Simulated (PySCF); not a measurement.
# AsO: changing the method

Starting from one script, swap the method and compare what comes out for AsO.

The runs use PySCF 2.14.0; method and basis as typed in the scripts.

2 further runs of the same task are left out: 2 that didn't finish.

## (1) Where the work starts

AsO: 2 atoms, charge 0, spin multiplicity 2.

Bond lengths: As1–O2 1.864 Å.

## (2) The run that the others are compared with

Contents of input.py:

```python
from pyscf import gto, dft

mol = gto.M(
    atom='As 0 0 0; O 0 0 1.864',
    basis='cc-pvdz-dk',
    charge=0,
    spin=1,
    verbose=3,
)
mf = dft.UKS(mol, xc='bp86')
mf = mf.sfx2c1e()
mf.kernel()
g = mf.nuc_grad_method()
g.grid_response = True
g.kernel()
mf.dip_moment()
print('orbital energies (hartree):', [e[max(0, n-3):n+3].round(4) for e, n in zip(mf.mo_energy, mol.nelec)])
```

Started as:

```sh
> OMP_NUM_THREADS=1 python input.py
```

The log of this run is left out.

Base result: E(SCF) = -2336.220053 Eh, ⟨S²⟩ = 0.752, μ = 2.72 D, gradient on the second atom 0.0951 Eh/bohr.

The bond length is a typed value, not an optimised one.

## (3) B3lyp5

Edit 1 changes functional: bp86 → b3lyp5.

input.py: that of step 2 with these lines changed.

```diff
@@ -9,3 +9,3 @@
 )
-mf = dft.UKS(mol, xc='bp86')
+mf = dft.UKS(mol, xc='b3lyp5')
 mf = mf.sfx2c1e()
```

Started as:

```sh
> OMP_NUM_THREADS=1 python input.py
```

Log:

```text
WARN: HOMO -0.177388156320493 >= LUMO -0.177388156320494

converged SCF energy = -2335.76788333203  <S^2> = 0.77527317  2S+1 = 2.0251155
--------------- sfX2C1eUKS gradients ---------------
         x                y                z
0 As    -0.0000000000     0.0000000000    -0.1089353802
1 O     0.0000000000    -0.0000000000     0.1089353802
----------------------------------------------
Dipole moment(X, Y, Z, Debye): -0.00000,  0.00000, -3.05372
orbital energies (hartree): [array([-0.3312, -0.3052, -0.213 , -0.1463, -0.0154,  0.259 ]), array([-0.334 , -0.3141, -0.2833, -0.1384, -0.1087, -0.005 ])]
```

It took 5.6 s on 1 thread of Arm Neoverse V2, shared host.

Result: E(SCF) = -2335.767883 Eh, ⟨S²⟩ = 0.775, μ = 3.05 D, gradient on the second atom 0.1089 Eh/bohr.

## (4) SCF alone

Edit 2 changes step after the SCF: gradient → none.

input.py: that of step 2 with these lines changed.

```diff
@@ -12,5 +12,2 @@
 mf.kernel()
-g = mf.nuc_grad_method()
-g.grid_response = True
-g.kernel()
 mf.dip_moment()
```

Started as:

```sh
> OMP_NUM_THREADS=1 python input.py
```

Log:

```text
WARN: HOMO -0.188019421290246 >= LUMO -0.188019421290246

converged SCF energy = -2336.22005314495  <S^2> = 0.75215476  2S+1 = 2.0021536
Dipole moment(X, Y, Z, Debye): -0.00000,  0.00000, -2.72116
orbital energies (hartree): [array([-0.2875, -0.2868, -0.1796, -0.1788, -0.05  ,  0.2255]), array([-0.3033, -0.2824, -0.2557, -0.1689, -0.1385, -0.0394])]
```

Run time: 2.9 s. Hardware: 1 thread of Arm Neoverse V2, shared host.

Result: E(SCF) = -2336.220053 Eh (no change), ⟨S²⟩ = 0.752, μ = 2.72 D.

## (5) TDA

Edit 3 changes step after the SCF: gradient → tda; number of roots: none → 6.

input.py: that of step 2 with these lines changed.

```diff
@@ -1,2 +1,2 @@
-from pyscf import gto, dft
+from pyscf import gto, dft, tdscf
 
@@ -12,5 +12,6 @@
 mf.kernel()
-g = mf.nuc_grad_method()
-g.grid_response = True
-g.kernel()
+td = tdscf.TDA(mf)
+td.nstates = 6
+td.kernel()
+td.analyze()
 mf.dip_moment()
```

Started as:

```sh
> OMP_NUM_THREADS=1 python input.py
```

Log:

```text
WARN: HOMO -0.188019421290246 >= LUMO -0.188019421290246

converged SCF energy = -2336.22005314495  <S^2> = 0.75215476  2S+1 = 2.0021536
Excitation energies (eV)
[1.98010104 2.12346579 2.96694005 3.10810223 3.93191164 5.77221524]

** Excitation energies and oscillator strengths **
Excited State   1:      1.98010 eV    626.15 nm  f=0.0000
Excited State   2:      2.12347 eV    583.88 nm  f=0.0000
Excited State   3:      2.96694 eV    417.89 nm  f=0.0000
Excited State   4:      3.10810 eV    398.91 nm  f=0.0006
Excited State   5:      3.93191 eV    315.33 nm  f=0.0000
Excited State   6:      5.77222 eV    214.79 nm  f=0.0225
Dipole moment(X, Y, Z, Debye): -0.00000,  0.00000, -2.72116
orbital energies (hartree): [array([-0.2875, -0.2868, -0.1796, -0.1788, -0.05  ,  0.2255]), array([-0.3033, -0.2824, -0.2557, -0.1689, -0.1385, -0.0394])]
```

Run time: 10 s. Hardware: 1 thread of Arm Neoverse V2, shared host.

Result: E(SCF) = -2336.220053 Eh (no change), ⟨S²⟩ = 0.752, μ = 2.72 D, excitations 1.98, 2.12, 2.97, 3.11, 3.93 eV.

The absorption lines that the run found.

```tsv
excitation energy (eV)	relative intensity
3.11	3
5.77	100
```

## (6) NEVPT2 (ROHF)

Edit 4 changes step after the SCF: gradient → nevpt2; SCF type: UKS → ROHF; functional: bp86 → none (Hartree–Fock); active space: none → 9 electrons in 8 orbitals.

Contents of input.py:

```python
from pyscf import gto, scf, mcscf, mrpt

mol = gto.M(
    atom='As 0 0 0; O 0 0 1.864',
    basis='cc-pvdz-dk',
    charge=0,
    spin=1,
    verbose=3,
)
mf = scf.ROHF(mol)
mf = mf.sfx2c1e()
mf.kernel()
mc = mcscf.CASSCF(mf, 8, 9)
mc.kernel()
mc.analyze()
mrpt.NEVPT(mc).kernel()
mf.dip_moment()
print('orbital energies (hartree):', mf.mo_energy[..., max(0, mol.nelec[1]-3):mol.nelec[0]+3].round(4))
```

Started as:

```sh
> OMP_NUM_THREADS=1 python input.py
```

Log:

```text
converged SCF energy = -2333.73485174562
CASSCF energy = -2333.89823501745
CASCI E = -2333.89823501745  E(CI) = -19.0709440445939  S^2 = 0.7500000
Sr    (-1)',   E = -0.04426056688024
Si    (+1)',   E = -0.00117962610802
Sijrs (0)  ,   E = -0.01965535805372
Sijr  (+1) ,   E = -0.00529479135373
Srsi  (-1) ,   E = -0.01550951389713
Srs   (-2) ,   E = -0.05144441314119
Sij   (+2) ,   E = -0.00145903265969
Sir   (0)' ,   E = -0.04144965635302
Nevpt2 Energy = -0.180252958446743
Dipole moment(X, Y, Z, Debye): -0.00000,  0.00000, -4.31639
orbital energies (hartree): [-0.4697 -0.4561 -0.4064 -0.1618 -0.0188  0.1351  0.4102]
```

It took 9 s on 1 thread of Arm Neoverse V2, shared host.

Result: E(SCF) = -2333.734852 Eh, E(CAS) − E(SCF) = -0.16338 Eh, NEVPT2 = -0.18025 Eh, μ = 4.32 D (of the SCF density).

## (7) Side by side

```csv
run,E(SCF) (hartree),from base (eV),"gap, α spin (eV)",SCF dipole (D),after the SCF
base,-2336.220053,0,0.02,2.72,n/a
b3lyp5,-2335.767883,not comparable,1.81,3.05,n/a
SCF alone,-2336.220053,0.0000,0.02,2.72,n/a
TDA,-2336.220053,0.0000,0.02,2.72,lowest root found 1.98 eV
NEVPT2 (ROHF),-2333.734852,not comparable,n/a,4.32,"NEVPT2 correlation -9.351 eV (from the SCF energy, the CASSCF gain included)"
```

Wall time on 1 thread of Arm Neoverse V2, shared host, start-up included: base 4.2 s; b3lyp5 5.6 s; SCF alone 2.9 s; TDA 10 s; NEVPT2 (ROHF) 9 s.

The α-spin gap between the frontier levels is 0.0 eV with bp86 (0 % exact exchange) and 1.8 eV with b3lyp5 (20 %): exact exchange opens it. Total energies of different functionals can't be compared with each other; differences within one functional can.
